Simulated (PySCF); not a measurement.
# C₆H₄F₄: runs on many settings, part 2 of 2

PySCF 2.14.0. Atoms count from 0. The steps go on from the part before.

## Step 5: J couplings: mPW1PW91/pcseg-1

Job settings and geometry (Å):

```
{"job": {"kind": "j", "xc": "mPW1PW91", "basis": "pcseg-1", "scf": {"aux": "def2-universal-jkfit"}}, "charge": 0, "multiplicity": 1}
C      3.228032     0.012058    -0.394643
C      1.932398     0.003966    -0.239854
C      0.683619    -0.005558    -0.091789
C     -0.618775     0.010280     0.081800
C     -1.365984     1.060164     0.858943
F     -0.516366     2.000739     1.361620
C     -1.496069    -1.059199    -0.505643
F     -2.416553    -0.548482    -1.348225
F     -0.818219    -1.983372    -1.189474
F     -2.197175    -1.712608     0.442816
H      3.731631    -0.756986    -0.957225
H      3.834006     0.791025     0.038654
H     -2.085995     1.579815     0.212414
H     -1.895228     0.607683     1.708440
```

Level: mPW1PW91/pcseg-1 indirect spin-spin coupling, non-relativistic, gas phase.

What it wrote:

```text
final grid: 135152 points
cycle   1  E = -629.8707446425  dE =  1.723e+00  |g| = 9.335e-01  |ddm| = 4.729e+00
cycle   2  E = -629.6076271661  dE =  2.631e-01  |g| = 1.530e+00  |ddm| = 2.381e+00
cycle   3  E = -630.0240717039  dE = -4.164e-01  |g| = 1.913e-01  |ddm| = 1.640e+00
cycle   4  E = -630.0320726151  dE = -8.001e-03  |g| = 9.443e-02  |ddm| = 2.921e-01
cycle   5  E = -630.0345471785  dE = -2.475e-03  |g| = 2.266e-02  |ddm| = 1.070e-01
cycle   6  E = -630.0346609962  dE = -1.138e-04  |g| = 6.841e-03  |ddm| = 2.552e-02
cycle   7  E = -630.0346724051  dE = -1.141e-05  |g| = 2.277e-03  |ddm| = 8.724e-03
cycle   8  E = -630.0346737660  dE = -1.361e-06  |g| = 2.701e-04  |ddm| = 3.166e-03
cycle   9  E = -630.0346737828  dE = -1.677e-08  |g| = 1.315e-04  |ddm| = 4.794e-04
cycle  10  E = -630.0346737864  dE = -3.660e-09  |g| = 4.132e-05  |ddm| = 1.429e-04
cycle  11  E = -630.0346737868  dE = -3.615e-10  |g| = 1.364e-05  |ddm| = 5.193e-05
converged SCF energy = -630.0346737868

Indirect spin-spin couplings (Hz)
  i      j    bonds     total        FC       PSO       DSO        SD
  0 C    5 F    5     -1.261    -1.357     0.099    -0.075     0.071
  0 C    7 F    5      5.111     7.078    -0.015    -0.173    -1.779
  0 C    9 F    5      5.027     6.980    -0.015    -0.173    -1.766
  0 C   10 H    1    183.192   182.574     0.067     0.551         -
  0 C   11 H    1    183.299   182.675     0.074     0.550         -
  0 C   12 H    5      7.488     7.580     0.126    -0.218         -
  0 C   13 H    5      7.508     7.600     0.126    -0.217         -
  1 C    5 F    4      2.334     2.286     0.034     0.016    -0.003
  1 C    7 F    4     -4.560    -5.820     0.220    -0.192     1.232
  1 C    8 F    4      0.385     0.691     0.083     0.052    -0.441
  1 C    9 F    4     -4.470    -5.719     0.218    -0.193     1.223
  1 C   10 H    2    -12.676   -11.067    -1.122    -0.487         -
  1 C   11 H    2    -12.491   -10.878    -1.132    -0.480         -
  1 C   12 H    4     -7.428    -7.338     0.166    -0.256         -
  1 C   13 H    4     -7.448    -7.359     0.165    -0.255         -
  2 C    5 F    3      2.660     3.823    -1.413     0.191     0.059
  2 C    7 F    3     10.155    11.749     1.344    -0.158    -2.781
  2 C    8 F    3     -1.172    -0.283    -1.801     0.260     0.652
  2 C    9 F    3     10.128    11.709     1.350    -0.159    -2.771
  2 C   10 H    3     15.681    15.783     0.262    -0.364         -
  2 C   11 H    3     16.014    16.110     0.268    -0.364         -
  2 C   12 H    3     10.622    10.785     0.083    -0.246         -
  2 C   13 H    3     10.648    10.811     0.082    -0.245         -
  3 C    5 F    2     23.491    27.678    -4.324     0.143    -0.006
  3 C    7 F    2     30.210    29.219    -1.879     0.211     2.659
  3 C    8 F    2     31.844    34.380    -2.883     0.162     0.186
  3 C    9 F    2     30.369    29.376    -1.874     0.211     2.656
  3 C   10 H    4    -10.763   -10.781     0.216    -0.199         -
  3 C   11 H    4    -10.790   -10.816     0.218    -0.192         -
  3 C   12 H    2     -9.675    -9.710    -0.137     0.172         -
  3 C   13 H    2     -9.703    -9.739    -0.136     0.172         -
  4 C    5 F    1   -174.464  -217.856    24.126     0.883    18.383
  4 C    7 F    3      0.261     0.509    -0.436     0.194    -0.006
  4 C    8 F    3      4.449     4.292     0.339    -0.251     0.069
  4 C    9 F    3      0.195     0.443    -0.438     0.195    -0.005
  4 C   10 H    5      4.732     4.828     0.105    -0.202         -
  4 C   11 H    5      4.807     4.867     0.070    -0.130         -
  4 C   12 H    1    166.190   165.480    -0.465     1.175         -
  4 C   13 H    1    166.172   165.462    -0.465     1.175         -
  5 F    6 C    3      7.403     7.318    -0.073    -0.112     0.270
  5 F    7 F    4      0.771     1.696     1.033    -0.708    -1.251
  5 F    8 F    4     17.319     6.452     5.326    -0.995     6.536
  5 F    9 F    4      0.705     1.654     1.013    -0.711    -1.251
  5 F   10 H    6      1.190     1.567     0.376    -0.667    -0.087
  5 F   11 H    6      1.721     1.689    -0.199     0.054     0.178
  5 F   12 H    2     49.284    44.231     9.247    -0.868    -3.327
  5 F   13 H    2     49.328    44.274     9.248    -0.869    -3.325
  6 C    7 F    1   -265.443  -244.521   -30.362     1.542     7.898
  6 C    8 F    1   -260.809  -234.400   -34.864     1.551     6.903
  6 C    9 F    1   -265.484  -244.570   -30.351     1.542     7.895
  6 C   10 H    5      7.118     7.144     0.034    -0.059         -
  6 C   11 H    5      6.965     7.007     0.094    -0.137         -
  6 C   12 H    3      2.669     2.528    -0.164     0.305         -
  6 C   13 H    3      2.666     2.526    -0.162     0.303         -
  7 F    8 F    2    145.425   112.778   -15.806    -0.068    48.520
  7 F    9 F    2    154.349   124.529   -20.951    -0.014    50.784
  7 F   10 H    6     -4.086    -2.971     0.338    -0.542    -0.911
  7 F   11 H    6     -3.027    -3.210     0.416    -0.675     0.443
  7 F   12 H    4     -2.754    -2.982    -1.132     1.476    -0.115
  7 F   13 H    4     -3.635    -3.917     0.560    -0.204    -0.075
  8 F    9 F    2    145.230   112.495   -15.726    -0.068    48.529
  8 F   10 H    6      0.577     0.552    -0.228     0.153     0.100
  8 F   11 H    6      0.201     0.564     0.263    -0.600    -0.026
  8 F   12 H    4     -0.892    -0.146     0.484    -1.181    -0.049
  8 F   13 H    4     -0.882    -0.139     0.486    -1.178    -0.051
  9 F   10 H    6     -4.028    -2.920     0.338    -0.542    -0.904
  9 F   11 H    6     -2.978    -3.154     0.416    -0.675     0.436
  9 F   12 H    4     -3.565    -3.850     0.551    -0.190    -0.075
  9 F   13 H    4     -2.721    -2.946    -1.135     1.474    -0.113
 10 H   11 H    2    -13.394   -12.557     2.902    -3.739         -
 10 H   12 H    6     -4.459    -4.133     0.513    -0.840         -
 10 H   13 H    6     -4.470    -4.144     0.512    -0.838         -
 11 H   12 H    6     -4.373    -4.103     0.408    -0.677         -
 11 H   13 H    6     -4.386    -4.117     0.406    -0.674         -
 12 H   13 H    2    -15.401   -15.162     1.410    -1.649         -
```

Wall time 64 s (1 thread of Arm Neoverse N1, shared host); peak memory 0.84 GiB.

It converged, yet the result is unsound: the state lies near a triplet instability (lowest triplet Hessian root 0.043 Eh), which can inflate the couplings, so they are set aside. Its HOMO lies at -7.71 eV, against -6.32 eV in step 4 (LDA/6-31G*), a different level, so the two don't compare directly.

## Step 6: NMR shieldings: PBE0/pcSseg-1

Settings changed since step 5:

```diff
@@ -1,2 +1,2 @@
-{"job": {"kind": "j", "xc": "mPW1PW91", "basis": "pcseg-1", "scf": {"aux": "def2-universal-jkfit"}}, "charge": 0, "multiplicity": 1}
+{"job": {"kind": "nmr", "xc": "PBE0", "basis": "pcSseg-1", "pop": false}, "charge": 0, "multiplicity": 1}
 C      3.228032     0.012058    -0.394643
```

Method: GIAO PBE0/pcSseg-1 NMR shielding, non-relativistic, gas phase.

What it wrote:

```text
coarse grid: 13344 points
cycle   1  E = -629.3500544776  dE =  1.721e+00  |g| = 1.006e+00  |ddm| = 4.136e+00
cycle   2  E = -629.0613088065  dE =  2.887e-01  |g| = 1.655e+00  |ddm| = 2.285e+00
cycle   3  E = -629.5157291968  dE = -4.544e-01  |g| = 2.030e-01  |ddm| = 1.587e+00
cycle   4  E = -629.5241916330  dE = -8.462e-03  |g| = 1.073e-01  |ddm| = 2.660e-01
cycle   5  E = -629.5273554624  dE = -3.164e-03  |g| = 2.457e-02  |ddm| = 9.919e-02
cycle   6  E = -629.5274849585  dE = -1.295e-04  |g| = 7.614e-03  |ddm| = 2.337e-02
cycle   7  E = -629.5274987105  dE = -1.375e-05  |g| = 2.422e-03  |ddm| = 8.382e-03
cycle   8  E = -629.5275002162  dE = -1.506e-06  |g| = 3.527e-04  |ddm| = 2.999e-03
final grid: 135152 points
cycle   9  E = -629.6147414349  dE = -5.274e-05  |g| = 7.776e-03  |ddm| = 8.413e-02
cycle  10  E = -629.6147357270  dE =  5.708e-06  |g| = 1.034e-02  |ddm| = 1.664e-02
cycle  11  E = -629.6147536862  dE = -1.796e-05  |g| = 1.263e-03  |ddm| = 8.884e-03
cycle  12  E = -629.6147539696  dE = -2.834e-07  |g| = 5.786e-04  |ddm| = 1.676e-03
cycle  13  E = -629.6147540548  dE = -8.523e-08  |g| = 1.993e-04  |ddm| = 6.481e-04
cycle  14  E = -629.6147540649  dE = -1.013e-08  |g| = 4.698e-05  |ddm| = 2.166e-04
cycle  15  E = -629.6147540654  dE = -4.607e-10  |g| = 1.499e-05  |ddm| = 5.385e-05
converged SCF energy = -629.6147540654

GIAO shielding tensors (ppm)
atom      isotropic    diamagn.    paramagn.     s11        s22        s33       span
  0 C       77.602     265.957    -188.355      1.975     59.321    171.510    169.535
  1 C       -1.537     257.455    -258.992    -30.332     -2.188     27.909     58.241
  2 C        6.202     247.945    -241.744     -9.217     -6.681     34.503     43.721
  3 C       68.793     270.833    -202.040     16.732     62.684    126.962    110.230
  4 C      101.772     235.524    -133.752     78.394     79.303    147.619     69.225
  5 F      437.222     472.607     -35.385    405.834    436.015    469.816     63.982
  6 C       56.439     241.612    -185.173     51.589     57.111     60.616      9.027
  7 F      245.042     472.820    -227.778    155.174    240.335    339.617    184.443
  8 F      257.284     474.591    -217.307    179.238    253.483    339.132    159.894
  9 F      245.172     472.812    -227.640    155.316    240.528    339.670    184.354
 10 H       25.643      30.133      -4.491     24.108     24.446     28.374      4.266
 11 H       25.683      30.075      -4.392     24.075     24.580     28.395      4.320
 12 H       26.101      26.587      -0.486     21.432     27.481     29.391      7.959
 13 H       26.101      26.589      -0.488     21.431     27.486     29.386      7.956
```

Run time: 41 s. Hardware: 1 thread of Arm Neoverse N1, shared host; peak memory 0.81 GiB.

This run: δ C1 188.5, C2 180.7, C6 130.5, C3 118.1, H10 6.05, H12 5.62 ppm (means over like atoms).

## Step 7: Results

What follows sums up all 2 parts.

```
                                                                 quantity                                            value
                                   13C shifts against TMS (PBE0/pcSseg-1)      188.5, 180.7, 130.5, 118.1, 109.3, 85.2 ppm
   1H shifts against TMS (PBE0/pcSseg-1, means over atoms taken as alike)                                   6.05, 5.62 ppm
19F shifts against CFCl3 (PBE0/pcSseg-1, means over atoms taken as alike)                                -78.2, -266.3 ppm
                                          lowest singlet (PBE0/def2-SVPD)                      4.11 eV (302 nm), f = 0.000
                                 brightest single state of those computed                      state 2, 5.25 eV, f = 0.521
                                                           lowest triplet                                          2.67 eV
                               largest coupling of the table (LDA/6-31G*)  1J(C,F) C6–F7, -301.9 Hz (mean over like pairs)
                                            property runs in this session  5, of which 0 failed and 1 gave unsound results
```

Single values in the summary come from the first sound run of each kind (PBE0/pcSseg-1; PBE0/def2-SVPD; LDA/6-31G*), which need not be the best level. H10, H11 (mean) (hydrogen on a terminal carbon of a cumulated C=C=C unit) lies farthest downfield among hydrogen, at 6.05 ppm; olefinic region. The lowest singlet, at 4.11 eV, is HOMO−1→LUMO 0.99 and is dark; of the 6 states computed, the strongest absorption comes from state 2 at 5.25 eV. The lowest triplet lies 1.44 eV below the lowest singlet (triplets in Tamm-Dancoff, singlets in full TDDFT). In the run at LDA/6-31G*, the largest coupling of the table is C6–F7 (mean over like pairs), -301.9 Hz, of which the Fermi-contact term gives -280.3 Hz. Couplings across rotatable bonds belong to this one conformer; where others are populated, the observed values are averages. Density functionals describe couplings to fluorine poorly, F–F couplings above all, so those rows are rough. Couplings from bases without tight functions are rough.
